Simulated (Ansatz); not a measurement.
# C₂H₆BFO₂: a ladder of functionals and wavefunction methods

Aim: compute C₂H₆BFO₂ with functionals from several rungs and with coupled cluster, and see how far each lands from CCSD(T) at the basis-set limit for the atomisation energy.

Computed with Ansatz 0.2.0, Gaussian basis. Level: functionals in def2-TZVPP, the program's frozen cores in correlated methods.

The runs, in order: PBE-D4, r2SCAN-D4, PBE0-D4, B3LYP-D4, ωB97X-V, ωB97M-V, B2PLYP; CCSD(T)/def2-TZVPP; MP2/def2-QZVPP; extrapolation to the limit.

## (1) The relaxed structure

All runs share one geometry, relaxed beforehand with PBE0-D4 in a triple-zeta def2 set.

SMILES `CB(O)OCF`, 12 atoms, charge 0, spin multiplicity 1.

Atoms are counted from 1 here; the program's logs count them from 0.

Bond lengths: C1–B2 1.565 Å, C1–H7 1.090 Å, C1–H8 1.093 Å, C1–H9 1.095 Å, B2–O3 1.357 Å, B2–O4 1.384 Å, O3–H10 0.962 Å, O4–C5 1.374 Å, C5–F6 1.374 Å, C5–H11 1.092 Å, C5–H12 1.095 Å. Angles: B2–C1–H7 111.0°, B2–C1–H8 111.6°, B2–C1–H9 111.2°, H7–C1–H8 108.5°, H7–C1–H9 107.7°, H8–C1–H9 106.6°, C1–B2–O3 120.2°, C1–B2–O4 123.9°, O3–B2–O4 115.8°, B2–O3–H10 112.0°, B2–O4–C5 121.8°, O4–C5–F6 110.0°, O4–C5–H11 108.4°, O4–C5–H12 112.2°, F6–C5–H11 107.6°, F6–C5–H12 107.1°, H11–C5–H12 111.4°.

## (2) PBE-D4 (GGA)

in.yaml reads:

```yaml
crystal:
  periodic: [false, false, false]
  atoms:
    - {symbol: C, position_ang: [-0.641882, -1.205503, -0.549599]}
    - {symbol: B, position_ang: [-0.493785, -0.244111, 0.677011]}
    - {symbol: O, position_ang: [-1.254896, -0.428628, 1.785286]}
    - {symbol: O, position_ang: [0.401117, 0.810471, 0.728702]}
    - {symbol: C, position_ang: [1.175016, 1.158368, -0.352500]}
    - {symbol: F, position_ang: [0.438979, 1.911969, -1.235142]}
    - {symbol: H, position_ang: [-1.454996, -1.914617, -0.394811]}
    - {symbol: H, position_ang: [-0.834459, -0.652274, -1.472871]}
    - {symbol: H, position_ang: [0.274901, -1.781445, -0.715082]}
    - {symbol: H, position_ang: [-1.072488, 0.230228, 2.462405]}
    - {symbol: H, position_ang: [2.001752, 1.777686, 0.000857]}
    - {symbol: H, position_ang: [1.537642, 0.282658, -0.900256]}
basis:
  gaussian: {orbitals: def2-TZVPP}
hamiltonian: {xc: pbe, dispersion: d4}
output: {forces: true, orbitals: {seedname: orbitals}}
```

Started as:

```bash
$ ansatz run in.yaml --threads 4 --pin off --events-out ev --progress --plain --max-ram 10444MiB
```

The runs that follow: r2SCAN-D4 (meta-GGA); PBE0-D4 (hybrid); B3LYP-D4 (hybrid); ωB97X-V (range-separated); ωB97M-V (range-separated); B2PLYP (double hybrid); CCSD(T) in def2-TZVPP; MP2 in def2-QZVPP.

Before running them: what should the planned runs give, taken together? Wanted: atomisation energy, CCSD(T)/CBS; farthest; mean size of error, hybrid; mean size of error, range-separated; gap, smallest and largest; T1 diagnostic; triples share of the correlation energy.

**Answer**, as computed:

| quantity | value |
| --- | --- |
| atomisation energy, CCSD(T)/CBS | 4971.7 kJ/mol |
| functionals within 24.9 kJ/mol (0.5 %) | PBE0-D4, B3LYP-D4, ωB97X-V, ωB97M-V |
| farthest | PBE-D4 (+127.8 kJ/mol) |
| mean size of error, hybrid | 7.8 kJ/mol |
| mean size of error, range-separated | 15.8 kJ/mol |
| gap, smallest and largest | 7.38 eV (PBE-D4), 14.23 eV (ωB97X-V) |
| T1 diagnostic | 0.0121 |
| triples share of the correlation energy | 3.4 % |

PBE-D4 is off by +127.8 kJ/mol. Double hybrids carry the basis error of their MP2 part in triple zeta, and no dispersion term here, so their miss is partly the set-up's. The reference freezes the cores and leaves out relativity and excitations past (T), so misses under about 24.9 kJ/mol can't be ranked. Hartree-Fock recovers 73 % of the binding; the rest is correlation. Orbital gaps span 7.4 to 14.2 eV; exact exchange widens them.
